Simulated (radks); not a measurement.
**Zr²⁺ in [Kr] 4d1 5d1: an all-electron calculation**

An exercise on one series of results from a longer session: the logs are not shown, and one member is left open.

The numbers are computed with radks (a radial shooting solver on a logarithmic mesh, Libxc functionals) version 1 (non-relativistic Kohn-Sham, PBE, spin-unpolarised, spherical densities, point nucleus), except any that are marked as measured or tabulated.

## The atom as given

* element: zirconium (Z = 40)
* charge: +2
* electrons: 38
* configuration: [Kr] 4d1 5d1

Outer shells as boxes (Hund's rule):

Zr²⁺
```
[Kr] core
4d [↑ ][  ][  ][  ][  ]
5d [↑ ][  ][  ][  ][  ]
```

Set-up of the first run:

The run's settings:

```text
Z 40
configuration [Kr] 4d1 5d1 5s0 5p0 4f0 6d0
relativity non-relativistic
functional pbe,pbe
spin unpolarised
nucleus point
```

Among the steps run: Self-consistent calculation.

One of the session's tables, all rows but one given; the rest of the session is left out.

It belongs to the step «Orbitals and density». Sizes of the orbitals, from the radial functions (bohr):

```
level      <r>  outermost maximum (interpolated)  90 % within  nodes
   1s  0.03815                            0.0252       0.0679      0
   2s   0.1674                             0.141        0.258      1
   2p   0.1437                             0.111        0.234      0
   3s   0.4700                             0.419        0.695      2
   3p   0.4670                             0.407        0.706      1
   3d   0.4513                             0.347        0.725      0
   4s    1.229                              1.10         1.79      3
   4p    1.352                              1.18         2.00      2
   4d        ?                                 ?            ?      ?
   5s    3.108                              2.79         4.49      4
   5p    3.666                              3.26         5.30      3
   5d    5.159                              4.85         7.36      2
   4f    5.282                              4.84         7.84      0
```

Q: Estimate the row for 4d from the others.

As computed: <r>: 1.844; outermost maximum (interpolated): 1.49; 90 % within: 2.86; nodes: 1. In the column «<r>» it lies between 4p (1.352) and 5s (3.108).
